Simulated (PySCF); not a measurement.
**C₃H₁₀GeO₂Si: electronic excitations**

Aim: predict the electronic excitations of C₃H₁₀GeO₂Si (`C=C([CH2][GeH3])O[SiH2]O`).

The runs use PySCF 2.14.0, with density-fitted response routines of our own; the level of theory stands in each step. All values are computed, except where a source is named. Atoms are numbered from 0 throughout.

## 1. The molecule as given

17 atoms, charge 0, multiplicity 1; geometry from: GFN2-xTB.

Bonds of the start (Å): C0–C1 1.32, C1–C2 1.49, C2–Ge3 1.98, C1–O4 1.36, O4–Si5 1.64, Si5–O6 1.62, C0–H7 1.07, C0–H8 1.07, C2–H9 1.09, C2–H10 1.09, Ge3–H11 1.49, Ge3–H12 1.49, Ge3–H13 1.50, Si5–H14 1.45, Si5–H15 1.45, O6–H16 0.95.

## 2. Ultraviolet spectrum: wB97X-D/def2-SVPD

What the job is given:

```
{"job": {"kind": "uv", "xc": "wB97X-D", "basis": "def2-SVPD", "nstates": 8, "ntriplets": 3}, "charge": 0, "multiplicity": 1}
C     -0.256023    -1.111622     1.920083
C      0.227079    -0.642045     0.781105
C      1.664924    -0.671084     0.377712
Ge     1.987425     0.944214    -0.718022
O     -0.525814    -0.023691    -0.173540
Si    -2.149885     0.079373    -0.363012
O     -2.911049     0.865553     0.834825
H     -1.301041    -1.047349     2.163472
H      0.391469    -1.579054     2.638715
H      2.316906    -0.735980     1.247536
H      1.853669    -1.554613    -0.237673
H      1.468420     2.166523    -0.031953
H      1.378399     0.858675    -2.075237
H      3.464842     1.149004    -0.911459
H     -2.786642    -1.225094    -0.298074
H     -2.168372     0.795959    -1.627833
H     -2.661306     1.743263     1.112907
```

With the program's defaults for keys left out, this is: TDDFT wB97X-D/def2-SVPD, vertical, gas phase, core orbitals frozen in the response.

Started as:

```
> OMP_NUM_THREADS=1 python probes_run.py task.json out
```

One launch serves the whole session: the jobs run in the order shown.

Predict these results of the whole session: lowest singlet (wB97X-D/def2-SVPD); brightest single state of those computed; lowest triplet.

The runs gave:

| quantity | value |
| --- | --- |
| lowest singlet (wB97X-D/def2-SVPD) | 6.56 eV (189 nm), f = 0.134 |
| brightest single state of those computed | state 3, 7.37 eV, f = 0.135 |
| lowest triplet | 4.47 eV |

What this shows: The lowest singlet, at 6.56 eV, is HOMO→LUMO 0.76 and is bright; of the 8 states computed, the strongest absorption comes from state 3 at 7.37 eV. The lowest triplet lies 2.09 eV below the lowest singlet (triplets in Tamm-Dancoff, singlets in full TDDFT).
